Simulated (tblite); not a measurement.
# Cl2CrH2O2Se: the cost of one run

Computed with tblite 0.8.0 and PySCF 2.14.0; each step states its level. No surroundings beyond the atoms listed, unless a continuum is named. Atoms count from 0, parts from 1.

## (1) Starting point

8 atoms, charge 0, multiplicity 1; geometry: rigid parts in contact. Parts: 1 = atoms 0–4, `[O]=[Cr](=[O])([Cl])[Cl]`, charge 0; 2 = atoms 5–7, `[SeH2]`, charge 0.

## (2) Bringing the parts together with GFN2-xTB

Job settings and geometry (Å):

```
{"job": {"kind": "dock", "xc": "GFN2-xTB", "basis": "xTB"}, "charge": 0, "multiplicity": 1, "parts": [{"atoms": "0-4", "charge": 0, "multiplicity": 1}, {"atoms": "5-7", "charge": 0, "multiplicity": 1}]}
O     -0.678523    -1.443829    -0.391929
Cr     0.015472    -0.078999    -0.144174
Cl     1.219864    -0.271273     1.483242
Cl    -1.418087     1.275858     0.351878
O      0.861274     0.518243    -1.299017
Se    -2.567571    -0.215179    -2.172709
H     -2.078165    -1.435675    -2.752907
H     -3.540694    -0.067197    -3.220524
```

Method: GFN2-xTB search for minima from random contacts, gas phase.

The run is started by

```sh
$ OMP_NUM_THREADS=1 python cluster_run.py task.json out
```

One launch serves the whole session: the jobs run in the order shown.

Q: Estimate the wall time of this first job on 1 thread of Intel Xeon at 2.70GHz, shared host.

About 76 s.
